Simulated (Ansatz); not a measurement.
# BBrH2O2: the cost of one run

The runs use Ansatz 0.2.0, Gaussian basis; PBE0-D4/def2-TZVP structures, single points in def2-TZVPP, no counterpoise correction.

Levels: SPW92, PBE-D4, BLYP-D4, r2SCAN-D4, B97M-V, PBE0-D4, B3LYP-D4, r2SCAN0-D4, BHLYP-D4, CAM-B3LYP-D4, wB97X-V, wB97M-V, B2PLYP, PBE-QIDH, RPA on PBE, Hartree-Fock, MP2, CCSD, CCSD(T).

Correlated methods freeze the cores. Filled d shells of the heavier atoms are correlated. B3LYP uses VWN-RPA correlation. B2PLYP carries no dispersion term here.

94 further runs of the same task are left out: 94 set aside as unsound or not needed. Runs told in other sessions of the task aren't counted.

## (1) Where the work starts

The complex: 8 atoms, charge 0, spin multiplicity 1.

Atoms are counted from 1 here; the program's logs count them from 0.

Bond lengths: B1–O3 1.346 Å, B1–O4 1.354 Å, B1–Br6 1.937 Å, H2–H5 0.747 Å, O3–H7 0.963 Å, O4–H8 0.960 Å. Angles: O3–B1–O4 121.5°, O3–B1–Br6 117.7°, O4–B1–Br6 120.8°, B1–O3–H7 112.2°, B1–O4–H8 113.7°.

Geometry (Å):

```
B    -0.3687   -0.6721   -0.2930
H     0.8131    2.1523    0.9005
O    -0.4666   -0.1758   -1.5407
O     0.8028   -1.1500    0.1893
H     0.0695    2.2092    0.8643
Br   -1.9693   -0.6870    0.7979
H     0.3736   -0.2032   -2.0094
H     0.7457   -1.4733    1.0910
```

Its parts: BBrH₂O₂ holds atoms 1, 3, 4, 6, 7, 8; H₂ holds atoms 2, 5. Each part counts its atoms afresh in its own runs.

## (2) Relaxing BBrH₂O₂ alone

relax-a/in.yaml reads:

```yaml
crystal:
  periodic: [false, false, false]
  atoms:
    - {symbol: B, position_ang: [-0.368746, -0.672144, -0.292976]}
    - {symbol: O, position_ang: [-0.466637, -0.175767, -1.540669]}
    - {symbol: O, position_ang: [0.802789, -1.150040, 0.189262]}
    - {symbol: Br, position_ang: [-1.969298, -0.687008, 0.797881]}
    - {symbol: H, position_ang: [0.373601, -0.203159, -2.009359]}
    - {symbol: H, position_ang: [0.745689, -1.473331, 1.091030]}
basis:
  gaussian: {orbitals: def2-TZVP}
hamiltonian: {xc: pbe0, dispersion: d4}
relax: {f_tol: 0.005, max_steps: 200}
```

Started as:

```console
> ansatz run in.yaml --threads 4 --pin off --events-out ev --progress --plain --max-ram 9574MiB
```

**Question.** How long does this run take on 4 threads of Intel Xeon at 2.50GHz, shared host?

About 19 s.
